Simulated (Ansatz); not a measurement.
# TeRu3C: the cost of one run

Method: DFT PBE, scalar-relativistic, plane waves, PAW, in Ansatz 0.2.0.

## Step 1: The starting structure

Symmetry: Pm-3m, No. 221, cubic system. Conventional cell: a = 4.154 Å, b = 4.154 Å, c = 4.154 Å, α = 90.00°, β = 90.00°, γ = 90.00°. Te (site symmetry m-3m) is surrounded by 12 Ru at 2.94 Å. Ru (site symmetry 4/mmm) has 2 C at 2.08 Å and 4 Te at 2.94 Å and 8 Ru at 2.94 Å as nearest neighbours. Around C (site symmetry m-3m) lie 6 Ru at 2.08 Å.

Structure file:

```cif
data_structure
_symmetry_space_group_name_H-M 'P 1'
_symmetry_Int_Tables_number 1
_cell_length_a 4.1536
_cell_length_b 4.1536
_cell_length_c 4.1536
_cell_angle_alpha 90.000
_cell_angle_beta 90.000
_cell_angle_gamma 90.000
_cell_volume 71.66
loop_
_atom_site_label
_atom_site_type_symbol
_atom_site_fract_x
_atom_site_fract_y
_atom_site_fract_z
_atom_site_occupancy
Te1 Te 0.50000 0.50000 0.50000 1
Ru1 Ru 0.50000 0.00000 0.00000 1
Ru2 Ru 0.00000 0.50000 0.00000 1
Ru3 Ru 0.00000 0.00000 0.50000 1
C1 C 0.00000 0.00000 0.00000 1
```

Recipe of the guess: antiperovskite family, tilts a0a0a0 (Pm-3m, No. 221). Its size is a rough estimate.

## Step 2: Probe: one point on a coarse mesh

Input file input.yaml:

```yaml
crystal:
  lattice:
    - [4.15362762, 0.0, 0.0]
    - [0.0, 4.15362762, 0.0]
    - [0.0, 0.0, 4.15362762]
  atoms:
    - { symbol: Te, position: [0.5, 0.5, 0.5] }
    - { symbol: Ru, position: [0.5, 0.0, 0.0] }
    - { symbol: Ru, position: [0.0, 0.5, 0.0] }
    - { symbol: Ru, position: [0.0, 0.0, 0.5] }
    - { symbol: C, position: [0.0, 0.0, 0.0] }
basis:
  ecutwfc: 420
kpoints:
  mp_grid: { grid: [4, 4, 4] }
hamiltonian:
  xc: pbe
scf:
  occupations: { method: gaussian, width: 0.1 }
  lower_state_search: "off"
output:
  forces: true
  stress: true
  eigenvalues: true
```

The run is started by

```sh
ansatz run input.yaml --threads 1 --pin off --max-ram 2048MiB --backend cpu --events-out ev --progress --plain --runs-dir out
```

**Question.** How long does this run take on 1 thread of Arm Neoverse V1, shared host, and how much memory does it need?

About 2.1 s, with a peak of 0.33 GiB.
